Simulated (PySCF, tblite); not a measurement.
**C4H11N2OP: geometry, infrared bands and NMR shifts**

What infrared bands and NMR shifts should C4H11N2OP (`N=P1(N)CCOCC1`) show?

Programs: tblite 0.8.0 and PySCF 2.14.0, with density-fitted response routines of our own. Each step states its level of theory. These are calculated values for one molecule in the gas phase, unless marked as measured. Atoms are numbered from 0 throughout.

## Step 1: The molecule as given

19 atoms, charge 0, multiplicity 1; geometry from: force field or distance geometry start.

Bonds of the start (Å): N0–P1 1.69, P1–N2 1.64, P1–C3 1.77, C3–C4 1.52, C4–O5 1.43, O5–C6 1.44, C6–C7 1.53, C7–P1 1.78, N0–H8 1.03, N2–H9 1.02, N2–H10 1.01, C3–H11 1.08, C3–H12 1.11, C4–H13 1.09, C4–H14 1.10, C6–H15 1.08, C6–H16 1.10, C7–H17 1.09, C7–H18 1.09.

## Step 2: Relaxing the molecule with GFN2-xTB

The job: settings as JSON, then the geometry in Å.

```
{"job": {"kind": "relax", "xc": "GFN2-xTB", "basis": "xTB"}, "charge": 0, "multiplicity": 1}
N      1.763200     0.548200    -1.145100
P      0.732700     0.639700     0.189400
N      1.473300     1.717100     1.176900
C     -0.918200     1.100400    -0.250000
C     -1.637500    -0.071300    -0.908600
O     -1.705900    -1.227100    -0.066000
C     -0.406400    -1.823500     0.120900
C      0.515600    -0.941700     0.970800
H      1.387900    -0.118200    -1.828400
H      1.597300     2.599500     0.684300
H      2.416800     1.429300     1.371000
H     -0.923500     1.969000    -0.891300
H     -1.460000     1.357500     0.686700
H     -2.663600     0.221300    -1.141400
H     -1.161800    -0.332900    -1.861900
H      0.034000    -2.048700    -0.839700
H     -0.566700    -2.776100     0.642400
H      0.043300    -0.792400     1.946100
H      1.469800    -1.440700     1.136400
```

Launch:

```bash
> OMP_NUM_THREADS=1 python probes_run.py task.json out
```

The driver reads the jobs from task.json and runs them one after another.

**Question.** This job is followed by: GFN2-xTB harmonic vibrations, gas phase; GIAO PBE0/pcSseg-1 NMR shielding, non-relativistic, gas phase. What will the session give for the following? strongest single infrared mode (GFN2-xTB); zero-point energy (GFN2-xTB); 13C shifts against TMS (PBE0/pcSseg-1, means over atoms taken as alike); 1H shifts against TMS (PBE0/pcSseg-1, means over atoms taken as alike); 15N shifts against NH3 (PBE0/pcSseg-1); 31P shifts against H3PO4 (PBE0/pcSseg-1); 17O shifts against H2O (PBE0/pcSseg-1).

The runs gave:

| quantity | value |
| --- | --- |
| strongest single infrared mode (GFN2-xTB) | 1194 cm⁻¹, 263 km/mol |
| zero-point energy (GFN2-xTB) | 96.7 kcal/mol |
| 13C shifts against TMS (PBE0/pcSseg-1, means over atoms taken as alike) | 68.7, 38.2 ppm |
| 1H shifts against TMS (PBE0/pcSseg-1, means over atoms taken as alike) | 4.41, 3.57, 2.07, 1.79, 1.68, 1.12 ppm |
| 15N shifts against NH3 (PBE0/pcSseg-1) | 62.2, 57.7 ppm |
| 31P shifts against H3PO4 (PBE0/pcSseg-1) | -2.3 ppm |
| 17O shifts against H2O (PBE0/pcSseg-1) | 55.0 ppm |

In words: The optimisation took 56 steps and gained 0.818 eV; among the close pairs (by a distance rule), N0–P1 changed most, from 1.689 to 1.560 Å. No mode is imaginary among the 51: a minimum at this level. The strongest single mode, at 1194 cm⁻¹, moves mainly N0 and P1. Unscaled tight-binding wavenumbers are off by several per cent, some by more. Its intensities can rank the bands wrongly. C4, C6 (mean) (sp3 CH2 bonded to O) lies farthest downfield among carbon, at 68.7 ppm; pulled downfield by the heteroatom. At PBE0/pcSseg-1: Shielding is most anisotropic at P1 (span 279 ppm, paramagnetic term -644 ppm).
